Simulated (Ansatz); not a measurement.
# Ni3Pt: the cost of one run

Program: Ansatz 0.2.0. Level of theory: DFT PBEsol, scalar-relativistic, plane waves, PAW. These are calculated values, not measurements.

### 1 The starting structure

The structure is cubic, space group Pm-3m (No. 221). Conventional cell: a = 3.625 Å, b = 3.625 Å, c = 3.625 Å, α = 90.00°, β = 90.00°, γ = 90.00°. Ni (site symmetry 4/mmm) has 8 Ni at 2.56 Å and 4 Pt at 2.56 Å as nearest neighbours. Pt (site symmetry m-3m) has 12 Ni at 2.56 Å as nearest neighbours.

Structure file:

```cif
data_structure
_symmetry_space_group_name_H-M 'P 1'
_symmetry_Int_Tables_number 1
_cell_length_a 3.6246
_cell_length_b 3.6246
_cell_length_c 3.6246
_cell_angle_alpha 90.000
_cell_angle_beta 90.000
_cell_angle_gamma 90.000
_cell_volume 47.62
loop_
_atom_site_label
_atom_site_type_symbol
_atom_site_fract_x
_atom_site_fract_y
_atom_site_fract_z
_atom_site_occupancy
Ni1 Ni 0.50000 0.00000 0.50000 1
Ni2 Ni 0.00000 0.50000 0.50000 1
Ni3 Ni 0.50000 0.50000 0.00000 1
Pt1 Pt 0.00000 0.00000 0.00000 1
```

The structure comes from the Materials Project (structure only).

### 2 The base run

Input file input.yaml:

```yaml
crystal:
  lattice:
    - [3.62456679, 0.0, 0.0]
    - [0.0, 3.62456679, 0.0]
    - [0.0, 0.0, 3.62456679]
  atoms:
    - { symbol: Ni, position: [0.5, 0.0, 0.5], spin: 2.0 }
    - { symbol: Ni, position: [0.0, 0.5, 0.5], spin: 2.0 }
    - { symbol: Ni, position: [0.5, 0.5, 0.0], spin: 2.0 }
    - { symbol: Pt, position: [0.0, 0.0, 0.0], spin: 1.0 }
magnetization:
  spin_polarized: true
basis:
  ecutwfc: 420
  fft_grid_basis: typed
kpoints:
  mp_grid: { grid: [10, 10, 10] }
hamiltonian:
  xc: pbesol
scf:
  occupations: { method: gaussian, width: 0.05 }
output:
  forces: true
  stress: true
  eigenvalues: true
  bader: true
  write_density: true
  volumetric_format: npy
  populations: true
  elf: true
```

Run with:

```sh
> ansatz run input.yaml --threads 2 --pin off --max-ram 4096MiB --backend cpu --events-out ev --progress --plain --runs-dir out
```

What time and memory should one allow on 2 threads of Arm Neoverse N1, shared host?

About 44 s, with a peak of 0.54 GiB.
